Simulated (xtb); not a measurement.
# GFN1-xTB (ALPB ch2cl2, fixed atoms (2, 6)) run of SnH2O2F (SMILES [OH][Sn]([OH])[F])

We compute a geometry optimisation of SnH2O2F. 

The results are computed with xtb 6.7.1.

3 further runs of the same task are left out: 3 set aside as unsound or not needed.

## Step 1: Starting point

SnH2O2F: 6 atoms, total charge 0, spin state doublet. SMILES: `[OH][Sn]([OH])[F]`. All atoms were displaced at random from a relaxed shape. The run starts from this shape.

Bond lengths: O1–Sn2 2.078 Å, Sn2–O3 1.959 Å, Sn2–F4 2.227 Å, O1–H5 0.887 Å, O3–H6 0.912 Å. Angles: O1–Sn2–O3 105.0°, O1–Sn2–F4 103.2°, O3–Sn2–F4 119.7°, Sn2–O1–H5 128.6°, Sn2–O3–H6 116.3°.

## Step 2: A structure relaxation at GFN1-xTB (ALPB ch2cl2, fixed atoms (2, 6))

The input, detailed.inp:

```
$fix
   atoms: 2,6
$end
```

The input, struc.sdf:

```

     RDKit          3D

  6  5  0  0  0  0  0  0  0  0999 V2000
   -0.6511    1.3089   -0.4938 O   0  0  0  0  0  0  0  0  0  0  0  0
   -0.4507   -0.5577    0.3980 Sn  0  0  0  0  0  3  0  0  0  0  0  0
    1.3410   -0.5502    1.1904 O   0  0  0  0  0  0  0  0  0  0  0  0
   -0.9180   -1.9679   -1.2617 F   0  0  0  0  0  0  0  0  0  0  0  0
   -1.1731    1.5448   -1.1709 H   0  0  0  0  0  0  0  0  0  0  0  0
    1.8141    0.2261    1.1143 H   0  0  0  0  0  0  0  0  0  0  0  0
  2  1  1  0
  3  2  1  0
  4  2  1  0
  5  1  1  0
  6  3  1  0
M  RAD  1   2   2
M  END
$$$$
```

On the command line:

```console
$ xtb struc.sdf -I detailed.inp -o loose --cma --alpb ch2cl2 --gfn 1 --uhf 1 > struc.out 2> xtb.err
```

Q: Predict the results. Wanted: total energy at the end; dipole moment; HOMO energy; LUMO energy; dispersion energy; solvent term in the energy.

**Answer.** As computed:

At GFN1-xTB (ALPB ch2cl2, fixed atoms (2, 6)):

| quantity | value |
| --- | --- |
| total energy at the end | -18.11694 Eh |
| dipole moment | 6.20 D |
| HOMO energy (partly filled) | -13.13 eV |
| LUMO energy | -5.61 eV |
| dispersion energy | -3.33 kJ/mol |
| solvent term in the energy | -39.2 kJ/mol |

In words: At the final geometry: Bond lengths: O1–Sn2 2.015 Å, Sn2–O3 2.050 Å, Sn2–F4 2.036 Å, O1–H5 0.952 Å, O3–H6 0.956 Å. Angles: O1–Sn2–O3 95.8°, O1–Sn2–F4 97.8°, O3–Sn2–F4 105.6°, Sn2–O1–H5 133.2°, Sn2–O3–H6 116.8°. The optimisation took 20 steps and changed the energy by -0.389 eV. Mulliken charges run from -0.59 on O1 to +0.76 on Sn2.
